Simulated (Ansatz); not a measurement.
# ClFGaH₂N: how energies converge with the basis set

How large a basis does ClFGaH₂N need? Two functionals are run in growing sets.

Program: Ansatz 0.2.0, Gaussian basis. Level of theory: one geometry, several basis sets. These are calculated values, not measurements.

The runs, in order: PBE0-D4/def2-SVP; ωB97M-V/def2-SVP; PBE0-D4/def2-QZVPP; ωB97M-V/def2-QZVPP; the functionals' def2-TZVPP values are taken from earlier runs.

## 1. The geometry

All runs share one geometry, relaxed beforehand with PBE0-D4 in a triple-zeta def2 set.

SMILES `[NH2][Ga]([F])[Cl]`, 6 atoms, charge 0, spin multiplicity 1.

Atoms are counted from 1 here; the program's logs count them from 0.

Bond lengths: N1–Ga2 1.790 Å, N1–H5 1.005 Å, N1–H6 1.005 Å, Ga2–F3 1.743 Å, Ga2–Cl4 2.117 Å. Angles: Ga2–N1–H5 121.8°, Ga2–N1–H6 122.2°, H5–N1–H6 113.3°, N1–Ga2–F3 119.0°, N1–Ga2–Cl4 124.0°, F3–Ga2–Cl4 116.9°.

## 2. PBE0-D4 in def2-SVP

in.yaml

```yaml
crystal:
  periodic: [false, false, false]
  atoms:
    - {symbol: N, position_ang: [-0.193410, 1.026970, -0.045884]}
    - {symbol: Ga, position_ang: [0.232950, -0.710993, 0.012940]}
    - {symbol: F, position_ang: [1.569268, -1.221323, 1.009280]}
    - {symbol: Cl, position_ang: [-0.740129, -2.208645, -1.123655]}
    - {symbol: H, position_ang: [0.201948, 1.691451, 0.596823]}
    - {symbol: H, position_ang: [-1.028628, 1.358639, -0.495606]}
basis:
  gaussian: {orbitals: def2-SVP}
hamiltonian: {xc: pbe0, dispersion: d4}
output: {orbitals: {seedname: orbitals}}
```

The runs that follow: ωB97M-V in def2-SVP; PBE0-D4 in def2-QZVPP; ωB97M-V in def2-QZVPP.

Before running them: what should the planned runs give, taken together? Wanted: PBE0-D4: double and triple zeta above quadruple; ωB97M-V: double and triple zeta above quadruple.

**Answer**, as computed:

| quantity | value |
| --- | --- |
| PBE0-D4: double and triple zeta above quadruple | 18.18, 1.82 eV |
| ωB97M-V: double and triple zeta above quadruple | 18.15, 1.75 eV |

What this shows: For PBE0-D4 the step from double to triple zeta gains 16.36 eV and the next only 1.82 eV. These are total energies; as a rule much of such shifts cancels in differences, which this series doesn't test. The LUMO of ωB97M-V is positive and keeps falling with the basis (1.07 to 0.45 eV): an unbound level that the basis holds in place.
